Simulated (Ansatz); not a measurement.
# CH4NNaO: the cost of one run

All numbers below are computed with Ansatz 0.2.0 (RKS PBE0-D4/STO-3G).

### 1 Starting point

Bond lengths: N1–C2 1.461 Å, C2–O3 1.351 Å, O3–Na4 1.818 Å, N1–H5 1.017 Å, N1–H6 1.017 Å, C2–H7 1.108 Å, C2–H8 1.107 Å. Angles: N1–C2–O3 115.6°, N1–C2–H7 105.3°, N1–C2–H8 105.3°, O3–C2–H7 111.0°, O3–C2–H8 111.0°, H7–C2–H8 108.2°, C2–N1–H5 109.2°, C2–N1–H6 109.2°, H5–N1–H6 108.1°, C2–O3–Na4 146.7°.

Structure file:

```xyz
8

N    -0.3545    1.0326    0.3208
C     0.5302    0.1192   -0.3991
O     0.2527   -1.1952   -0.2582
Na   -0.8142   -2.4483    0.5146
H    -1.3104    0.8947    0.0017
H    -0.3184    0.8187    1.3142
H     1.5495    0.3516   -0.0336
H     0.4651    0.4267   -1.4605
```

### 2 Relaxing end A

Input file input.yaml:

```yaml
crystal:
  periodic: [false, false, false]
  atoms:
    - { symbol: "N", position_ang: [-0.35449, 1.0326, 0.32084] }
    - { symbol: C, position_ang: [0.5302, 0.11919, -0.39907] }
    - { symbol: O, position_ang: [0.2527, -1.19517, -0.25824] }
    - { symbol: Na, position_ang: [-0.81419, -2.44829, 0.51457] }
    - { symbol: H, position_ang: [-1.31045, 0.89467, 0.00171] }
    - { symbol: H, position_ang: [-0.31844, 0.81868, 1.31421] }
    - { symbol: H, position_ang: [1.54954, 0.35158, -0.03355] }
    - { symbol: H, position_ang: [0.46513, 0.42673, -1.46047] }
basis:
  gaussian: { orbitals: STO-3G }
hamiltonian:
  xc: pbe0
  dispersion: d4
relax:
  f_tol: 0.02
  max_steps: 50
output:
  orbitals: {}
```

Run with:

```console
$ ansatz run input.yaml --threads 1 --pin off --max-ram 2048MiB --backend cpu --events-out ev --progress --plain --runs-dir out
```

What time and memory should one allow on 1 thread of Arm Neoverse V2, shared host?

About 31 s, with a peak of 0.14 GiB.
